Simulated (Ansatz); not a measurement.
# CH₅FNOSn radical: up Jacob's ladder to CCSD(T)

How much do the methods differ for CH₅FNOSn radical? The plan is to run it at one geometry with functionals of several rungs and with coupled cluster. The yardstick is the atomisation energy at the CCSD(T) limit.

Computed with Ansatz 0.2.0, Gaussian basis. Level: functionals in def2-TZVPP, the program's frozen cores in correlated methods.

Levels to be run: PBE-D4, r2SCAN-D4, PBE0-D4, B3LYP-D4, ωB97X-V, ωB97M-V, B2PLYP; CCSD(T)/def2-TZVPP; MP2/def2-QZVPP; extrapolation to the limit.

### 1 The geometry

All runs share one geometry, relaxed beforehand with PBE0-D4 in a triple-zeta def2 set. Sn takes the def2 core potential; no spin-orbit term is included.

SMILES `C[O][Sn]([NH2])[F]`, 10 atoms, charge 0, spin multiplicity 2.

Atoms are counted from 1 here; the program's logs count them from 0.

Bond lengths: C1–O2 1.408 Å, C1–H6 1.096 Å, C1–H7 1.097 Å, C1–H8 1.094 Å, O2–Sn3 1.969 Å, Sn3–N4 2.047 Å, Sn3–F5 1.938 Å, N4–H9 1.016 Å, N4–H10 1.016 Å. Angles: O2–C1–H6 112.6°, O2–C1–H7 111.9°, O2–C1–H8 107.6°, H6–C1–H7 108.6°, H6–C1–H8 108.2°, H7–C1–H8 107.8°, C1–O2–Sn3 122.4°, O2–Sn3–N4 103.6°, O2–Sn3–F5 103.8°, N4–Sn3–F5 103.0°, Sn3–N4–H9 112.6°, Sn3–N4–H10 112.0°, H9–N4–H10 107.4°.

### 2 PBE-D4 (GGA)

in.yaml reads:

```yaml
crystal:
  periodic: [false, false, false]
  atoms:
    - {symbol: C, position_ang: [-0.391913, -1.956781, 0.055990]}
    - {symbol: O, position_ang: [-0.025460, -0.768825, -0.605142]}
    - {symbol: Sn, position_ang: [0.865000, 0.723753, 0.320849]}
    - {symbol: N, position_ang: [0.166048, 2.381952, -0.655891]}
    - {symbol: F, position_ang: [-0.038805, 0.811782, 2.032933]}
    - {symbol: H, position_ang: [-0.831970, -1.772173, 1.042107]}
    - {symbol: H, position_ang: [0.459798, -2.637534, 0.174572]}
    - {symbol: H, position_ang: [-1.140083, -2.462186, -0.562303]}
    - {symbol: H, position_ang: [0.497886, 2.438590, -1.614224]}
    - {symbol: H, position_ang: [0.439510, 3.241411, -0.188891]}
basis:
  gaussian: {orbitals: def2-TZVPP}
magnetization: {spin_polarized: true, initial_magnetization: 1}
hamiltonian: {xc: pbe, dispersion: d4}
output: {forces: true, orbitals: {seedname: orbitals}}
```

Command:

```console
> ansatz run in.yaml --threads 2 --pin off --events-out ev --progress --plain --max-ram 22528MiB --backend cpu
```

After this run come: r2SCAN-D4 (meta-GGA); PBE0-D4 (hybrid); B3LYP-D4 (hybrid); ωB97X-V (range-separated); ωB97M-V (range-separated); B2PLYP (double hybrid); CCSD(T) in def2-TZVPP; MP2 in def2-QZVPP.

**Question.** What will the summary of the whole plan be? Wanted: atomisation energy, CCSD(T)/CBS; farthest; mean size of error, hybrid; mean size of error, range-separated; gap, smallest and largest; T1 diagnostic; triples share of the correlation energy.

**Answer**, as computed:

```
                               quantity                                  value
        atomisation energy, CCSD(T)/CBS                          3434.6 kJ/mol
 functionals within 34.3 kJ/mol (1.0 %)  r2SCAN-D4, B3LYP-D4, ωB97X-V, ωB97M-V
                               farthest                  PBE-D4 (+91.3 kJ/mol)
             mean size of error, hybrid                            21.3 kJ/mol
    mean size of error, range-separated                             9.2 kJ/mol
              gap, smallest and largest    0.83 eV (PBE-D4), 6.88 eV (ωB97X-V)
                          T1 diagnostic                                 0.0184
triples share of the correlation energy                                  3.4 %
```

In words: PBE-D4 misses by +91.3 kJ/mol. Double hybrids carry the basis error of their MP2 part in triple zeta, and no dispersion term here, so their miss is partly the set-up's. The reference freezes the cores and leaves out spin-orbit coupling and excitations past (T), and its outer-core shells are covered unevenly, so misses under about 34.3 kJ/mol can't be ranked. All levels share the lack of spin-orbit coupling, which lowers the free heavy atoms and so the true binding. Hartree-Fock recovers 66 % of the binding; the rest is correlation. Orbital gaps span 0.8 to 6.9 eV; exact exchange widens them. Correlated methods include outer-core shells of Sn, which these sets cover unevenly.
